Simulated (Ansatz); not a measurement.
# H₂ with CH₃I: superposition error and deformation, part 1 of 3

Aim: split the binding of a pair into the counterpoise interaction, the basis-set superposition error and the cost of deforming the fragments.

Method: PBE0-D4 structures, single points in def2-TZVPPD; program: Ansatz 0.2.0, Gaussian basis.

Levels: PBE-D4, revPBE-D4, BLYP-D4, r2SCAN-D4, B97M-V, PBE0-D4, B3LYP-D4, HSE06-D4, wB97X-V, wB97M-V, B2PLYP, Hartree-Fock, MP2, CCSD, CCSD(T).

Cores are frozen in the correlated methods. Filled d shells of the heavier atoms are correlated. Core potentials replace the inner electrons past krypton, and spin-orbit coupling is left out. B3LYP uses VWN-RPA correlation. B2PLYP carries no dispersion term here.

130 further runs of the same task are left out: 1 that didn't finish, 129 set aside as unsound or not needed.

## Step 1: The system as given

The relaxed pair: 7 atoms, charge 0, spin multiplicity 1.

Atoms are counted from 1 here; the program's logs count them from 0.

Bond lengths: H1–H2 0.747 Å, C3–I4 2.129 Å, C3–H5 1.086 Å, C3–H6 1.086 Å, C3–H7 1.086 Å. Angles: I4–C3–H5 107.7°, I4–C3–H6 107.7°, I4–C3–H7 107.6°, H5–C3–H6 111.2°, H5–C3–H7 111.2°, H6–C3–H7 111.2°.

Geometry (Å):

```
H     0.3073    0.1614   -2.7053
H     0.1332   -0.4305   -2.2833
C    -0.0421    0.2751    1.0298
I    -0.4713   -1.7884    0.7322
H    -0.9127    0.7296    1.4922
H     0.8264    0.3410    1.6778
H     0.1594    0.7119    0.0564
```

Atoms 1 to 2 are fragment A (H₂), the rest fragment B (CH₃I). From earlier runs, pair energy (eV) and counterpoise interaction (kJ/mol):

```
   method      E(pair)  interaction
   PBE-D4  -9217.37424        -3.88
revPBE-D4  -9220.58574        -2.63
  BLYP-D4  -9217.32791        -1.91
r2SCAN-D4  -9221.80037        -1.73
   B97M-V  -9218.99760        -3.06
  PBE0-D4  -9218.33950        -3.34
 B3LYP-D4  -9222.48340        -2.37
 HSE06-D4  -9218.20540        -3.40
  wB97X-V  -9218.75271        -2.78
  wB97M-V  -9217.82820        -2.59
   B2PLYP  -9213.72943        -0.75
      MP2  -9201.27554        -2.16
  CCSD(T)  -9201.60042        -2.00
```

First each fragment is run alone in its own basis, frozen in the shape it has in the pair (a, b).

## Step 2: PBE-D4/def2-TZVPPD

Contents of a/in.yaml:

```yaml
crystal:
  periodic: [false, false, false]
  atoms:
    - {symbol: H, position_ang: [0.307300, 0.161385, -2.705284]}
    - {symbol: H, position_ang: [0.133184, -0.430484, -2.283256]}
basis:
  gaussian: {orbitals: "def2-TZVPPD.json"}
hamiltonian: {xc: pbe, dispersion: d4}
```

Contents of b/in.yaml:

```yaml
crystal:
  periodic: [false, false, false]
  atoms:
    - {symbol: C, position_ang: [-0.042062, 0.275138, 1.029848]}
    - {symbol: I, position_ang: [-0.471343, -1.788388, 0.732158]}
    - {symbol: H, position_ang: [-0.912732, 0.729587, 1.492248]}
    - {symbol: H, position_ang: [0.826380, 0.340998, 1.677824]}
    - {symbol: H, position_ang: [0.159374, 0.711864, 0.056363]}
basis:
  gaussian: {orbitals: "def2-TZVPPD.json"}
hamiltonian: {xc: pbe, dispersion: d4}
```

The basis file named in the input lies beside it (Basis Set Exchange, JSON).

One command serves all of them, each in its own folder.

On the command line:

```sh
$ ansatz run in.yaml --threads 2 --pin off --events-out ev --progress --plain --max-ram 5222MiB
```

Log of a:

```text
Functional definition: PBE
  name "PBE"
  cite "Perdew, Burke & Ernzerhof, Phys. Rev. Lett. 77, 3865 (1996) doi:10.1103/PhysRevLett.77.3865"
  parent pbe
  parameter kappa = 0.804
  parameter beta = 0.06672455060314922
  exchange = pbe_x(kappa = kappa, mu = beta*pi^2/3)
  correlation = pbe_c(beta = beta)
118 factors; their error is unknown
mean field evaluation 1: about -31.4091 eV, gradient 9.4e0 eV
mean field evaluation 2: about -31.6956 eV, gradient 3.2e0 eV
mean field evaluation 4: about -31.7365 eV, gradient 5.0e-2 eV
mean field evaluation 8: about -31.7325 eV, gradient 3.3e-3 eV
mean field -31.73248564 eV, -1.1661473383 hartree, gradient 1.3e-5 eV, S^2 0.000000; 0 other end points of the search recorded, 0 dependent functions left out
reference -31.73250655 eV, -1.1661481068 hartree; 1, 1 occupied and 33, 33 virtual orbitals, 118 factors
Total energy: -31.73452634 eV, -1.1662223326 hartree
```

Log of b, cut to the lines that bear on the results:

```text
[... 4 set-up lines as earlier in the session ...]
[...]
765 factors; their error is unknown
[...]
mean field -9185.53445459 eV, -337.5621650272 hartree, gradient 3.6e-5 eV, S^2 0.000000; 0 other end points of the search recorded, 0 dependent functions left out
reference -9185.53449894 eV, -337.5621666570 hartree; 17, 17 occupied and 130, 130 virtual orbitals, 765 factors
Total energy: -9185.59888868 eV, -337.5645329363 hartree
```

They took 0.1 s (a), 1.4 s (b) on 2 threads of Arm Neoverse V1, shared host.

## Step 3: r2SCAN-D4/def2-TZVPPD

The same edit goes into each in.yaml of step 2 (a, b):

```diff
-hamiltonian: {xc: pbe, dispersion: d4}
+hamiltonian: {xc: r2scan, dispersion: d4}
```

Each run has its own folder and the same command.

On the command line:

```sh
$ ansatz run in.yaml --threads 2 --pin off --events-out ev --progress --plain --max-ram 5222MiB
```

Log of a, cut to the lines that bear on the results:

```text
Functional definition: r2SCAN
  name "r2SCAN"
  cite "Furness, Kaplan, Ning, Perdew & Sun, J. Phys. Chem. Lett. 11, 8208 (2020) doi:10.1021/acs.jpclett.0c02405"
  cite "Furness, Kaplan, Ning, Perdew & Sun, J. Phys. Chem. Lett. 11, 9248 (2020) doi:10.1021/acs.jpclett.0c03077"
  parent r2scan
[...]
118 factors; their error is unknown
[...]
mean field -31.87235549 eV, -1.1712874603 hartree, gradient 8.4e-5 eV, S^2 0.000000; 0 other end points of the search recorded, 0 dependent functions left out
reference -31.87236183 eV, -1.1712876935 hartree; 1, 1 occupied and 33, 33 virtual orbitals, 118 factors
Total energy: -31.87286336 eV, -1.1713061241 hartree
```

Output in b, cut to the lines that bear on the results:

```text
[... 5 set-up lines as earlier in the session ...]
[...]
765 factors; their error is unknown
[...]
mean field -9189.89518677 eV, -337.7224189793 hartree, gradient 3.6e-5 eV, S^2 0.000000; 0 other end points of the search recorded, 0 dependent functions left out
reference -9189.89519781 eV, -337.7224193848 hartree; 17, 17 occupied and 130, 130 virtual orbitals, 765 factors
Total energy: -9189.90885828 eV, -337.7229213977 hartree
```

They took 0.35 s (a), 3.1 s (b) on 2 threads of Arm Neoverse V1, shared host.

## Step 4: PBE0-D4/def2-TZVPPD

The same edit goes into each in.yaml of step 3 (a, b):

```diff
-hamiltonian: {xc: r2scan, dispersion: d4}
+hamiltonian: {xc: pbe0, dispersion: d4}
+output: {orbitals: {seedname: orbitals}}
```

The same command starts each run, in its folder.

On the command line:

```sh
$ ansatz run in.yaml --threads 2 --pin off --events-out ev --progress --plain --max-ram 5222MiB
```

a printed, cut to the lines that bear on the results:

```text
Functional definition: PBE0
  name "PBE0"
  cite "Adamo & Barone, J. Chem. Phys. 110, 6158 (1999) doi:10.1063/1.478522"
[... 2 set-up lines as earlier in the session ...]
[...]
118 factors; their error is unknown
[...]
mean field -31.79636971 eV, -1.1684950345 hartree, gradient 9.0e-5 eV, S^2 0.000000; 0 other end points of the search recorded, 0 dependent functions left out
reference -31.79638465 eV, -1.1684955836 hartree; 1, 1 occupied and 33, 33 virtual orbitals, 118 factors
Total energy: -31.79799166 eV, -1.1685546399 hartree
```

b printed, cut to the lines that bear on the results:

```text
[... 5 set-up lines as earlier in the session ...]
[...]
810 factors; their error is unknown
[...]
mean field -9186.45304796 eV, -337.5959227108 hartree, gradient 3.9e-5 eV, S^2 0.000000; 0 other end points of the search recorded, 0 dependent functions left out
reference -9186.45307727 eV, -337.5959237881 hartree; 17, 17 occupied and 130, 130 virtual orbitals, 810 factors
Total energy: -9186.50638752 eV, -337.5978829036 hartree
```

Wall times: 0.1 s (a), 1.9 s (b) on 2 threads of Arm Neoverse V1, shared host.

## Step 5: B3LYP-D4/def2-TZVPPD

The same edit goes into each in.yaml of step 4 (a, b):

```diff
-hamiltonian: {xc: pbe0, dispersion: d4}
-output: {orbitals: {seedname: orbitals}}
+hamiltonian: {xc: {name: B3LYP}, dispersion: d4}
```

Each run has its own folder and the same command.

On the command line:

```sh
$ ansatz run in.yaml --threads 2 --pin off --events-out ev --progress --plain --max-ram 5222MiB
```

Output in a, cut to the lines that bear on the results:

```text
Functional definition: B3LYP
  name "B3LYP"
  cite "Stephens, Devlin, Chabalowski & Frisch, J. Phys. Chem. 98, 11623 (1994) doi:10.1021/j100096a001"
  cite "Becke, Phys. Rev. A 38, 3098 (1988) doi:10.1103/PhysRevA.38.3098"
  cite "Lee, Yang & Parr, Phys. Rev. B 37, 785 (1988) doi:10.1103/PhysRevB.37.785"
  cite "Vosko, Wilk & Nusair, Can. J. Phys. 58, 1200 (1980) doi:10.1139/p80-159"
[...]
118 factors; their error is unknown
[...]
mean field -32.10950558 eV, -1.1800025655 hartree, gradient 6.0e-5 eV, S^2 0.000000; 0 other end points of the search recorded, 0 dependent functions left out
reference -32.10963898 eV, -1.1800074676 hartree; 1, 1 occupied and 33, 33 virtual orbitals, 118 factors
Total energy: -32.11279094 eV, -1.1801233003 hartree
```

Log of b, cut to the lines that bear on the results:

```text
[... 6 set-up lines as earlier in the session ...]
[...]
794 factors; their error is unknown
[...]
mean field -9190.23885499 eV, -337.7350485533 hartree, gradient 2.1e-5 eV, S^2 0.000000; 0 other end points of the search recorded, 0 dependent functions left out
reference -9190.23907033 eV, -337.7350564670 hartree; 17, 17 occupied and 130, 130 virtual orbitals, 794 factors
Total energy: -9190.34545724 eV, -337.7389661136 hartree
```

They took 0.1 s (a), 2.3 s (b) on 2 threads of Arm Neoverse V1, shared host.

## Step 6: wB97X-V/def2-TZVPPD

The same edit goes into each in.yaml of step 5 (a, b):

```diff
-hamiltonian: {xc: {name: B3LYP}, dispersion: d4}
+hamiltonian: {xc: {name: wB97X-V}}
```

Each run has its own folder and the same command.

On the command line:

```sh
$ ansatz run in.yaml --threads 2 --pin off --events-out ev --progress --plain --max-ram 5222MiB
```

a printed, cut to the lines that bear on the results:

```text
Functional definition: wB97X-V
  name "wB97X-V"
  cite "Mardirossian & Head-Gordon, Phys. Chem. Chem. Phys. 16, 9904 (2014) doi:10.1039/C3CP54374A"
  cite "Becke, J. Chem. Phys. 107, 8554 (1997) doi:10.1063/1.475007"
  cite "Vydrov & Van Voorhis, J. Chem. Phys. 133, 244103 (2010) doi:10.1063/1.3521275"
[...]
      + integral(e_c_pw_opposite_spin*poly(b97_u_opposite, cos0, cos1)) + vv10(b, c)
118 factors; their error is unknown
52 factors; integrals over basis functions are off by at most 1.4e-5 eV
[...]
mean field -31.90900210 eV, -1.1726341985 hartree, gradient 4.2e-6 eV, S^2 0.000000; 0 other end points of the search recorded, 0 dependent functions left out
reference -31.90900113 eV, -1.1726341627 hartree; 1, 1 occupied and 33, 33 virtual orbitals, 118 factors
Total energy: -31.90900113 eV, -1.1726341627 hartree
```

Log of b, cut to the lines that bear on the results:

```text
[... 5 set-up lines as earlier in the session ...]
[...]
      + integral(e_c_pw_opposite_spin*poly(b97_u_opposite, cos0, cos1)) + vv10(b, c)
794 factors; their error is unknown
238 factors; integrals over basis functions are off by at most 3.8e-5 eV
[...]
mean field -9186.81440360 eV, -337.6092022857 hartree, gradient 6.4e-5 eV, S^2 0.000000; 0 other end points of the search recorded, 0 dependent functions left out
reference -9186.81440179 eV, -337.6092022195 hartree; 17, 17 occupied and 130, 130 virtual orbitals, 794 factors
Total energy: -9186.81440179 eV, -337.6092022195 hartree
```

Wall times: 0.25 s (a), 6 s (b) on 2 threads of Arm Neoverse V1, shared host.

## Step 7: wB97M-V/def2-TZVPPD

Each input of step 6 (a, b) changes in the same lines:

```diff
-hamiltonian: {xc: {name: wB97X-V}}
+hamiltonian: {xc: {name: wB97M-V}}
```

The same command starts each run, in its folder.

On the command line:

```sh
$ ansatz run in.yaml --threads 2 --pin off --events-out ev --progress --plain --max-ram 5222MiB
```

Log of a, cut to the lines that bear on the results:

```text
Functional definition: wB97M-V
  name "wB97M-V"
  cite "Mardirossian & Head-Gordon, J. Chem. Phys. 144, 214110 (2016) doi:10.1063/1.4952647"
[... 2 set-up lines as earlier in the session ...]
  # Of w^i u^j: cxij and so on, Table III.
[...]
  gx(w, u) = 1 - cx + cx01*u + cx10*w
[...]
      + integral(e_c_pw_mod_opposite_spin*gos(b97_w_opposite, b97_u_opposite)) + vv10(b, c)
118 factors; their error is unknown
52 factors; integrals over basis functions are off by at most 1.4e-5 eV
[...]
mean field -31.60167614 eV, -1.1613401776 hartree, gradient 2.1e-5 eV, S^2 0.000000; 0 other end points of the search recorded, 0 dependent functions left out
reference -31.60169962 eV, -1.1613410406 hartree; 1, 1 occupied and 33, 33 virtual orbitals, 118 factors
Total energy: -31.60169962 eV, -1.1613410406 hartree
```

Log of b, cut to the lines that bear on the results:

```text
[... 5 set-up lines as earlier in the session ...]
  # Of w^i u^j: cxij and so on, Table III.
[...]
  gx(w, u) = 1 - cx + cx01*u + cx10*w
[...]
      + integral(e_c_pw_mod_opposite_spin*gos(b97_w_opposite, b97_u_opposite)) + vv10(b, c)
794 factors; their error is unknown
238 factors; integrals over basis functions are off by at most 3.8e-5 eV
[...]
mean field -9186.19853946 eV, -337.5865696962 hartree, gradient 6.4e-5 eV, S^2 0.000000; 0 other end points of the search recorded, 0 dependent functions left out
reference -9186.19859044 eV, -337.5865715698 hartree; 17, 17 occupied and 130, 130 virtual orbitals, 794 factors
Total energy: -9186.19859044 eV, -337.5865715698 hartree
```

Wall times: 0.25 s (a), 6.5 s (b) on 2 threads of Arm Neoverse V1, shared host.

## Step 8: B2PLYP/def2-TZVPPD

Each input of step 7 (a, b) changes in the same lines:

```diff
-hamiltonian: {xc: {name: wB97M-V}}
+hamiltonian: {xc: {name: B2PLYP}}
```

Each run has its own folder and the same command.

On the command line:

```sh
$ ansatz run in.yaml --threads 2 --pin off --events-out ev --progress --plain --max-ram 5222MiB
```

a printed, cut to the lines that bear on the results:

```text
Functional definition: B2PLYP
  name "B2PLYP"
  cite "Grimme, J. Chem. Phys. 124, 034108 (2006) doi:10.1063/1.2148954"
[... 2 set-up lines as earlier in the session ...]
[...]
170 factors; integrals over basis functions are off by at most 1.0e-3 eV
[...]
mean field -31.55898753 eV, -1.1597714003 hartree, gradient 5.8e-7 eV, S^2 0.000000; 0 other end points of the search recorded, 0 dependent functions left out
reference -31.55907006 eV, -1.1597744333 hartree; 1, 1 occupied and 33, 33 virtual orbitals, 170 factors
second order -1.02699988 eV of doubles, -0.00000000 eV of singles
Total energy: -31.83636003 eV, -1.1699646516 hartree
```

Output in b, cut to the lines that bear on the results:

```text
[... 5 set-up lines as earlier in the session ...]
[...]
1018 factors; integrals over basis functions are off by at most 8.8e-4 eV
[...]
mean field -9176.01782093 eV, -337.2124351911 hartree, gradient 2.1e-6 eV, S^2 0.000000; 0 other end points of the search recorded, 0 dependent functions left out
5 core orbitals not correlated: weight in the atoms' cores, before any rotation towards them, 1.000 or more for the frozen orbitals, at most 0.000 for the correlated occupied ones
reference -9176.01795222 eV, -337.2124400157 hartree; 12, 12 occupied and 130, 130 virtual orbitals, 1018 factors
second order -21.71647274 eV of doubles, -0.00000000 eV of singles
Total energy: -9181.88139986 eV, -337.4279177421 hartree
```

They took 0.15 s (a), 3.5 s (b) on 2 threads of Arm Neoverse V1, shared host.

## Step 9: BLYP-D4/def2-TZVPPD

The same edit goes into each in.yaml of step 8 (a, b):

```diff
-hamiltonian: {xc: {name: B2PLYP}}
+hamiltonian: {xc: {name: BLYP}, dispersion: d4}
```

The same command starts each run, in its folder.

On the command line:

```sh
$ ansatz run in.yaml --threads 2 --pin off --events-out ev --progress --plain --max-ram 5222MiB
```

a printed, cut to the lines that bear on the results:

```text
Functional definition: BLYP
  name "BLYP"
[... 2 set-up lines as earlier in the session ...]
[...]
118 factors; their error is unknown
[...]
mean field -31.82622597 eV, -1.1695922318 hartree, gradient 2.5e-5 eV, S^2 0.000000; 0 other end points of the search recorded, 0 dependent functions left out
reference -31.82641104 eV, -1.1695990329 hartree; 1, 1 occupied and 33, 33 virtual orbitals, 118 factors
Total energy: -31.83131030 eV, -1.1697790775 hartree
```

Output in b, cut to the lines that bear on the results:

```text
[... 4 set-up lines as earlier in the session ...]
[...]
765 factors; their error is unknown
[...]
mean field -9185.32923129 eV, -337.5546232100 hartree, gradient 3.3e-5 eV, S^2 0.000000; 0 other end points of the search recorded, 0 dependent functions left out
reference -9185.32953286 eV, -337.5546342927 hartree; 17, 17 occupied and 130, 130 virtual orbitals, 765 factors
Total energy: -9185.47606107 eV, -337.5600191050 hartree
```

Times: 0.1 s (a), 1.8 s (b) on 2 threads of Arm Neoverse V1, shared host.

## Step 10: revPBE-D4/def2-TZVPPD

The same edit goes into each in.yaml of step 9 (a, b):

```diff
-hamiltonian: {xc: {name: BLYP}, dispersion: d4}
+hamiltonian: {xc: {name: revPBE}, dispersion: d4}
```

The same command starts each run, in its folder.

On the command line:

```sh
$ ansatz run in.yaml --threads 2 --pin off --events-out ev --progress --plain --max-ram 5222MiB
```

a printed, cut to the lines that bear on the results:

```text
Functional definition: revPBE
  name "revPBE"
  cite "Zhang & Yang, Phys. Rev. Lett. 80, 890 (1998) doi:10.1103/PhysRevLett.80.890"
[... 1 set-up line as earlier in the session ...]
[...]
118 factors; their error is unknown
[...]
mean field -32.01662192 eV, -1.1765891540 hartree, gradient 1.6e-5 eV, S^2 0.000000; 0 other end points of the search recorded, 0 dependent functions left out
reference -32.01664851 eV, -1.1765901309 hartree; 1, 1 occupied and 33, 33 virtual orbitals, 118 factors
Total energy: -32.02739789 eV, -1.1769851634 hartree
```

Output in b, cut to the lines that bear on the results:

```text
[... 4 set-up lines as earlier in the session ...]
[...]
765 factors; their error is unknown
[...]
mean field -9188.32486197 eV, -337.6647106072 hartree, gradient 3.9e-5 eV, S^2 0.000000; 0 other end points of the search recorded, 0 dependent functions left out
reference -9188.32492138 eV, -337.6647127903 hartree; 17, 17 occupied and 130, 130 virtual orbitals, 765 factors
Total energy: -9188.53033479 eV, -337.6722615939 hartree
```

Times: 0.1 s (a), 1.5 s (b) on 2 threads of Arm Neoverse V1, shared host.

## Step 11: B97M-V/def2-TZVPPD

The same edit goes into each in.yaml of step 10 (a, b):

```diff
-hamiltonian: {xc: {name: revPBE}, dispersion: d4}
+hamiltonian: {xc: {name: B97M-V}}
```

Each run has its own folder and the same command.

On the command line:

```sh
$ ansatz run in.yaml --threads 2 --pin off --events-out ev --progress --plain --max-ram 5222MiB
```

a printed, cut to the lines that bear on the results:

```text
Functional definition: B97M-V
  name "B97M-V"
  cite "Mardirossian & Head-Gordon, J. Chem. Phys. 142, 074111 (2015) doi:10.1063/1.4907719"
[... 2 set-up lines as earlier in the session ...]
  # Of w^i u^j: cxij and so on, Table III.
[...]
  gx(w, u) = cx00 + cx01*u + cx02*u^2 + (cx10 + cx11*u)*w
  gss(w, u) = css00 + css02*u^2 + css10*w + (css32*w^3 + css42*w^4)*u^2
  gos(w, u) = cos00 + cos01*u + cos03*u^3 + cos10*w + cos32*w^3*u^2
[...]
      + integral(e_c_pw_mod_opposite_spin*gos(b97_w_opposite, b97_u_opposite)) + vv10(b, c)
118 factors; their error is unknown
[...]
mean field -31.90559777 eV, -1.1725090915 hartree, gradient 1.2e-5 eV, S^2 0.000000; 0 other end points of the search recorded, 0 dependent functions left out
reference -31.90562642 eV, -1.1725101444 hartree; 1, 1 occupied and 33, 33 virtual orbitals, 118 factors
Total energy: -31.90562642 eV, -1.1725101444 hartree
```

Output in b, cut to the lines that bear on the results:

```text
[... 5 set-up lines as earlier in the session ...]
  # Of w^i u^j: cxij and so on, Table III.
[...]
  gx(w, u) = cx00 + cx01*u + cx02*u^2 + (cx10 + cx11*u)*w
[...]
  gos(w, u) = cos00 + cos01*u + cos03*u^3 + cos10*w + cos32*w^3*u^2
[...]
      + integral(e_c_pw_mod_opposite_spin*gos(b97_w_opposite, b97_u_opposite)) + vv10(b, c)
765 factors; their error is unknown
[...]
mean field -9187.05918089 eV, -337.6181976852 hartree, gradient 2.9e-5 eV, S^2 0.000000; 0 other end points of the search recorded, 0 dependent functions left out
reference -9187.05924612 eV, -337.6182000826 hartree; 17, 17 occupied and 130, 130 virtual orbitals, 765 factors
Total energy: -9187.05924612 eV, -337.6182000826 hartree
```

Times: 0.25 s (a), 7 s (b) on 2 threads of Arm Neoverse V1, shared host.

## Step 12: HSE06-D4/def2-TZVPPD

The same edit goes into each in.yaml of step 11 (a, b):

```diff
-hamiltonian: {xc: {name: B97M-V}}
+hamiltonian: {xc: hse06, dispersion: d4}
```

Each run has its own folder and the same command.

On the command line:

```sh
$ ansatz run in.yaml --threads 2 --pin off --events-out ev --progress --plain --max-ram 5222MiB
```

Log of a, cut to the lines that bear on the results:

```text
Functional definition: HSE06
  name "HSE06"
  cite "Heyd, Scuseria & Ernzerhof, J. Chem. Phys. 118, 8207 (2003) doi:10.1063/1.1564060"
  cite "Krukau, Vydrov, Izmaylov & Scuseria, J. Chem. Phys. 125, 224106 (2006) doi:10.1063/1.2404663"
  cite "Heyd & Scuseria, J. Chem. Phys. 120, 7274 (2004) doi:10.1063/1.1668634"
  cite "Ernzerhof & Perdew, J. Chem. Phys. 109, 3313 (1998) doi:10.1063/1.476928"
[...]
  # The whole range is PBE's own exchange, as in plane waves. The composition of these papers is wPBEh.
[...]
118 factors; their error is unknown
20 factors; integrals over basis functions are off by at most 3.6e-5 eV
[...]
mean field -31.78223989 eV, -1.1679757733 hartree, gradient 6.1e-5 eV, S^2 0.000000; 0 other end points of the search recorded, 0 dependent functions left out
reference -31.78225978 eV, -1.1679765041 hartree; 1, 1 occupied and 33, 33 virtual orbitals, 118 factors
Total energy: -31.78369318 eV, -1.1680291805 hartree
```

Output in b, cut to the lines that bear on the results:

```text
[... 6 set-up lines as earlier in the session ...]
[...]
810 factors; their error is unknown
69 factors; integrals over basis functions are off by at most 5.8e-5 eV
[...]
mean field -9186.33626871 eV, -337.5916311527 hartree, gradient 2.5e-5 eV, S^2 0.000000; 0 other end points of the search recorded, 0 dependent functions left out
reference -9186.33630716 eV, -337.5916325657 hartree; 17, 17 occupied and 130, 130 virtual orbitals, 810 factors
Total energy: -9186.38599042 eV, -337.5934583918 hartree
```

Times: 0.15 s (a), 2.2 s (b) on 2 threads of Arm Neoverse V1, shared host.

(Continued in part 2 of 3.)
